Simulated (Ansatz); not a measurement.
# TaSi (octet): wave-function methods side by side, def2-TZVPP

One table from this session's results is given with a row withheld; the runs are named, their logs left out.

Program: Ansatz 0.2.0, Gaussian basis. Level of theory: def2-TZVPP, core rule «outside noble gas», up to 9 orbitals frozen. These are calculated values, not measurements.

The runs, in order: UHF; ROHF; CCSD(T) on UHF.

**The geometry**

The geometry is a PBE0/def2-TZVP stationary point (not a proven minimum) of the parent state, kept for this charge and spin. No spin-orbit coupling is included. Elements past krypton take def2 core potentials.

2 atoms, charge 0, spin multiplicity 8.

Atoms are counted from 1 here; the program's logs count them from 0.

Bond lengths: Ta1–Si2 2.443 Å.

Set-up of the first run:

in.yaml reads:

```yaml
crystal:
  periodic: [false, false, false]
  atoms:
    - {symbol: Ta, position_ang: [0.000000, 0.000000, 0.000000]}
    - {symbol: Si, position_ang: [0.000000, 0.000000, 2.442600]}
basis:
  gaussian: {orbitals: def2-TZVPP}
magnetization: {spin_polarized: true, initial_magnetization: 7}
hamiltonian: {xc: hf}
output: {orbitals: {seedname: orbitals}}
```

On the command line:

```sh
$ ansatz run in.yaml --threads 1 --pin off --events-out ev --progress --plain --max-ram 4096MiB --backend cpu
```

Steps of the session up to this table: UHF; ROHF; CCSD(T) on UHF.

One of the session's tables, all rows but one given; the rest of the session is left out.

| method | from UCCSD(T) (kcal/mol) |
| --- | --- |
| ROHF | +105.27 |
| UHF | +101.89 |
| UMP2 | ? |
| UCCSD | +5.21 |
| UCCSD(T) | 0 |

Q: Estimate the row for UMP2 from the others.

The run gave: from UCCSD(T) (kcal/mol): +19.25. In the column «from UCCSD(T) (kcal/mol)» it lies between UCCSD (+5.21) and UHF (+101.89).
